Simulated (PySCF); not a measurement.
# The bond of CsS, level by level

An exercise on one series of results from a longer session: the logs are not shown, and one member is left open.

Computed with PySCF 2.14.0. Level: Cs def2-SVP with ECP46, S def2-SVP, scalar-relativistic core potentials.

Set-up of the first run:

A driver script around PySCF takes these settings:

```
atoms                         : Cs, S
charge                        : 0
basis                         : Cs def2-SVP with ECP46, S def2-SVP
Hamiltonian                   : scalar-relativistic core potentials
basis functions               : 42
electrons treated             : 25
masses in u                   : 132.9054, 31.9721
levels                        : PBE0, PBE, r²SCAN, LDA, B97-3, PBEsol, CAM-B3LYP, HF, MP2, SCS-MP2, CCSD, CCSD(T)
grid                          : 80 radial by 434 angular points
occupations                   : held fixed by the projection of orbital angular momentum
dissociation limit            : Cs + S, each in its ground configuration
starting distance in angstrom : 3.190
values of 2S to try           : 1, 3
```

Run with:

```sh
$ OMP_NUM_THREADS=1 python dia.py task.json out
```

Steps of the session up to this table: The job; PBE0 along the bond; Higher solutions at PBE0; PBE (GGA); r²SCAN; LDA (local density); B97-3; PBEsol; CAM-B3LYP (range-separated hybrid); UHF; Correlated methods on the Hartree–Fock reference.

One table of the session follows, with a row left open; its other results are not shown here.

Energy (eV) from each level's lowest point:

| R (Å) | UHF | UHF-MP2 | UHF-SCS-MP2 | UHF-CCSD | UHF-CCSD(T) |
| --- | --- | --- | --- | --- | --- |
| 2.673 | 0.862 | 0.741 | 0.759 | n/a | n/a |
| 2.797 | 0.424 | 0.343 | 0.355 | 0.350 | 0.348 |
| 2.921 | ? | ? | ? | ? | ? |
| 3.015 | 0.062 | 0.033 | 0.036 | 0.035 | 0.035 |
| 3.108 | 0.010 | 0.000 | 0.000 | 0.000 | 0.000 |
| 3.201 | 0.000 | 0.006 | 0.003 | 0.004 | 0.004 |
| 3.326 | 0.034 | 0.058 | 0.052 | 0.055 | 0.055 |
| 3.481 | 0.127 | 0.171 | 0.162 | 0.166 | 0.165 |
| 3.667 | 0.285 | 0.348 | 0.335 | 0.341 | 0.338 |
| 3.916 | 0.534 | 0.615 | 0.599 | n/a | n/a |

**Question.** Estimate the row for R (Å) = 2.921.

Worked estimate for «UHF». A straight line through the neighbours (2.797, 0.424) and (3.015, 0.062) gives 0.424 + (0.062 − 0.424) × (2.921 − 2.797) / (3.015 − 2.797) = 0.218; a parabola fitted to 4 rows on both sides gives 0.160.

As computed: UHF: 0.168; UHF-MP2: 0.119; UHF-SCS-MP2: 0.125; UHF-CCSD: 0.123; UHF-CCSD(T): 0.122. In «UHF» the line misses by +0.050 and the parabola by -0.008.

To keep in mind: At some levels the lowest empty orbital lies below the highest filled one (the two can be of opposite spin).
